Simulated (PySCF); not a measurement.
**C₄H₆O₂SSi: electronic excitations**

Wanted: the electronic excitations of C₄H₆O₂SSi (`O=CO/C=C1/C[SiH2]S1`), by calculation.

Computed with PySCF 2.14.0, with density-fitted response routines of our own, on a single molecule in the gas phase. Atoms are numbered from 0 throughout.

## 1. The starting structure

14 atoms, charge 0, multiplicity 1; geometry from: GFN2-xTB.

Bonds of the start (Å): O0–C1 1.20, C1–O2 1.32, O2–C3 1.38, C3–C4 1.33, C4–C5 1.50, C5–Si6 1.91, Si6–S7 2.17, S7–C4 1.77, C1–H8 1.10, C3–H9 1.08, C5–H10 1.09, C5–H11 1.09, Si6–H12 1.46, Si6–H13 1.46.

## 2. TDDFT and polarisability: CAM-B3LYP/def2-SVPD

The job: settings as JSON, then the geometry in Å.

```
{"job": {"kind": "uv", "xc": "CAM-B3LYP", "basis": "def2-SVPD", "nstates": 8, "ntriplets": 3}, "charge": 0, "multiplicity": 1}
O      3.478837     1.276588     0.599785
C      3.278398     0.287711    -0.044685
O      2.105307    -0.255069    -0.327887
C      0.966992     0.359708     0.158667
C     -0.245219    -0.126621    -0.069491
C     -1.554639     0.440866     0.402434
Si    -2.615040    -0.917458    -0.417516
S     -0.629598    -1.582985    -0.998730
H      4.067083    -0.328978    -0.505862
H      1.135691     1.259442     0.737319
H     -1.600834     0.488497     1.490764
H     -1.709690     1.454061     0.030806
H     -3.411703    -0.500179    -1.561541
H     -3.266264    -1.856056     0.483770
```

With the program's defaults for keys left out, this is: TDDFT CAM-B3LYP/def2-SVPD, vertical, gas phase, core orbitals frozen in the response.

Started as:

```
OMP_NUM_THREADS=1 python probes_run.py task.json out
```

This one command runs all jobs of the session in turn.

Predict these results of the whole session: lowest singlet (CAM-B3LYP/def2-SVPD); brightest of those computed; lowest triplet.

The runs gave:

```
                            quantity                        value
lowest singlet (CAM-B3LYP/def2-SVPD)  4.93 eV (251 nm), f = 0.003
         brightest of those computed  state 3, 5.44 eV, f = 0.424
                      lowest triplet                      3.70 eV
```

In words: The lowest singlet, at 4.93 eV, is HOMO→LUMO 0.93 and is weak; the strongest absorption computed is state 3 at 5.44 eV. The lowest triplet lies 1.23 eV below the lowest singlet (triplets in Tamm-Dancoff, singlets in full TDDFT).
